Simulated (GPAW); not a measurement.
WS2:

```xyz
6
Lattice="3.1532 0.0000 0.0000 -1.5766 2.7308 0.0000 0.0000 0.0000 12.3230" Properties=species:S:1:pos:R:3 pbc="T T T"
W     0.0000    1.8205    3.0808
W     1.5766    0.9103    9.2423
S     0.0000    1.8205    7.6711
S     1.5766    0.9103    1.5096
S     0.0000    1.8205   10.8134
S     1.5766    0.9103    4.6519
```

Base run:

```yaml
Program: GPAW 26.7.0
Functional: TB-mBJ
Potentials_or_basis: GPAW PAW data sets for LDA (gpaw-data 1.2.1)
Cutoff: 600 eV
Basis: pw
k_mesh: 6 × 6 × 2
Occupations: fermi-dirac, width 0.05 eV
Spin: no spin polarisation
```

Its results: band gap on the k mesh 1.21 eV, indirect (least direct gap 1.98 eV).

Q: The run is repeated on the same cell with these changes: functional from TB-mBJ to GLLB-SC; potentials or basis from GPAW PAW data sets for LDA (gpaw-data 1.2.1) to the program's PAW data sets (release 1.2.1) made for this functional. What comes out?

A: Band gap on the k mesh, kohn-sham part alone 1.11 eV, indirect (least direct gap 1.83 eV).

Caveats: a model potential gives levels but no total energy; spin-orbit coupling is left out, which moves the levels of the heavy elements.

A k mesh can miss the band edges.
